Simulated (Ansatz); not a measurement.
# AsSe2: the cost of one run

Computed with Ansatz 0.2.0 (DFT PBE, scalar-relativistic, plane waves, PAW, unless a step's input says otherwise).

## (1) The starting structure

Symmetry: R-3m, No. 166, trigonal system. Conventional cell: a = 3.866 Å, b = 3.866 Å, c = 17.515 Å, α = 90.00°, β = 90.00°, γ = 120.00°. As (site symmetry -3m) is surrounded by 6 Se at 2.67 Å. Se (site symmetry 3m) is surrounded by 3 As at 2.67 Å.

Structure file:

```xyz
3
Lattice="1.9330 1.1160 5.8382 -1.9330 1.1160 5.8382 0.0000 -2.2321 5.8382" Properties=species:S:1:pos:R:3 pbc="T T T"
As    0.0000    0.0000    0.0000
Se    0.0000    0.0000   13.1360
Se    0.0000    0.0000    4.3787
```

This is candidate A: cadmium chloride type (R-3m, No. 166).

(A quick probe on a coarse mesh, which set the mesh and smearing, is not shown.)

## (3) A loose first relaxation (candidate A)

The input, input.yaml:

```yaml
crystal:
  lattice:
    - [1.933024603, 1.1160322749, 5.8382287936]
    - [-1.933024603, 1.1160322749, 5.8382287936]
    - [0.0, -2.2320645498, 5.8382287936]
  atoms:
    - { symbol: As, position: [0.0, 0.0, 0.0] }
    - { symbol: Se, position: [0.75, 0.75, 0.75] }
    - { symbol: Se, position: [0.25, 0.25, 0.25] }
basis:
  ecutwfc: 420
kpoints:
  mp_grid: { grid: [6, 6, 6] }
hamiltonian:
  xc: pbe
scf:
  occupations: { method: gaussian, width: 0.1 }
  lower_state_search: "off"
output:
  forces: true
  stress: true
  eigenvalues: true
relax:
  adjacent_minimum: "off"
  f_tol: 0.04
  max_steps: 70
  cell: { stress_tol: 0.4 }
```

The run is started by

```bash
$ ansatz run input.yaml --threads 1 --pin off --max-ram 2560MiB --backend cpu --events-out ev --progress --plain --runs-dir out
```

What time and memory should one allow on 1 thread of Intel Xeon 6975P-C (Granite Rapids), shared host?

About 14 s, with a peak of 0.45 GiB.
